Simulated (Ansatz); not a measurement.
Crystal: HPbNO4.

```
CELL_PARAMETERS angstrom
3.85404 0.14384 0.09012
-0.25320 5.52698 0.16471
-0.48197 -1.92720 5.72025
ATOMIC_POSITIONS crystal
H 0.10913 0.65718 0.54463
Pb 0.61029 0.52127 0.15100
N 0.91580 0.96263 0.95867
O 0.01384 0.13639 0.88084
O 0.72398 0.01057 0.12858
O 0.00389 0.73732 0.87043
O 0.11927 0.59324 0.37651
```

The cell was built by a generator and needn't be a form met in nature.

Base run:

```yaml
Program: Ansatz 0.2.0
Functional: revPBE
Potentials_or_basis: Ansatz PAW
Cutoff: "420 eV (not typed: the program's choice for these potentials)"
k_mesh: 7 × 5 × 5
Occupations: fermi-dirac, width 0.05 eV
Spin: no spin polarisation
```

Its results: band gap on the k mesh 3.20 eV, indirect (least direct gap 3.28 eV); pressure 1.6 GPa; largest force 0.266 eV/Å.

Question: After a change of settings the same cell gave: band gap on the k mesh 3.50 eV, indirect (least direct gap 3.59 eV); pressure -2.5 GPa; largest force 0.684 eV/Å. Which change was it?
A. functional from revPBE to HSE03; k mesh from 7 × 5 × 5 to 3 × 2 × 2
B. functional from revPBE to r2SCAN; cutoff from 420 eV (not typed: the program's choice for these potentials) to 500 eV (not typed: the program's choice for these potentials)
C. functional from revPBE to PBEsol
D. functional from revPBE to r2SCAN0; cutoff from 420 eV (not typed: the program's choice for these potentials) to 500 eV (not typed: the program's choice for these potentials); k mesh from 7 × 5 × 5 to 3 × 2 × 2

Answer: B.

r2SCAN gives the wider gap, since meta-GGAs in the generalised Kohn-Sham scheme recover part of the derivative discontinuity.

Caveats: spin-orbit coupling is left out, which as a rule narrows the gap of such compounds by several tenths of an eV; the PAW data sets come from PBE, with cores solved anew for the run's functional, which leaves a small shift of forces and pressure.

Runs at the PBE level aren't shown here.
